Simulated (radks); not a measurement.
# Valence configurations of Sr

The task here is to estimate one member of a computed series from the others.

The numbers are computed with radks (a radial shooting solver on a logarithmic mesh, Libxc functionals) version 1 (non-relativistic Kohn-Sham, r2SCAN, spin-polarised, spherical densities, point nucleus; open shells are filled with parallel spins first), except any that are marked as measured or tabulated.

## Starting point

```
element       : strontium (Z = 38)
charge        : 0
electrons     : 38
configuration : [Kr] 5s2
others tried  : 4d1 5s1; 5s1.5 5p0.5; 4d2; 5s1 5p1; 5p2; 4d0.5 5s1.5
```

The outer shells:

Sr
```
[Kr] core
5s [↑↓]
```

Set-up of the first run:

The run's settings:

```text
Z 38
configuration [Kr] 5s2
relativity non-relativistic
functional r2scan,r2scan
spin polarised
nucleus point
```

Steps of the session up to this table: [Kr] 5s2.

One table of the session follows, with a row left open; its other results are not shown here.

It belongs to the step «[Kr] 5s2». Sizes of the orbitals, from the radial functions (bohr):

| level | <r> | outermost maximum (interpolated) | 90 % within | nodes |
| --- | --- | --- | --- | --- |
| 2s | 0.1769 | 0.149 | 0.273 | 1 |
| 2p | ? | ? | ? | ? |
| 3s | 0.5021 | 0.445 | 0.743 | 2 |
| 3p | 0.5026 | 0.435 | 0.762 | 1 |
| 3d | 0.4968 | 0.378 | 0.803 | 0 |
| 4s | 1.387 | 1.22 | 2.03 | 3 |
| 4p | 1.572 | 1.33 | 2.35 | 2 |
| 5s | 4.473 | 3.83 | 6.59 | 4 |

Estimate the missing values for 2p.

The run gave: <r>: 0.1523; outermost maximum (interpolated): 0.118; 90 % within: 0.248; nodes: 0. In the column «<r>» it is the lowest.

Limits of these values: Relativity is left out, which favours d and f over s occupation in heavy atoms.
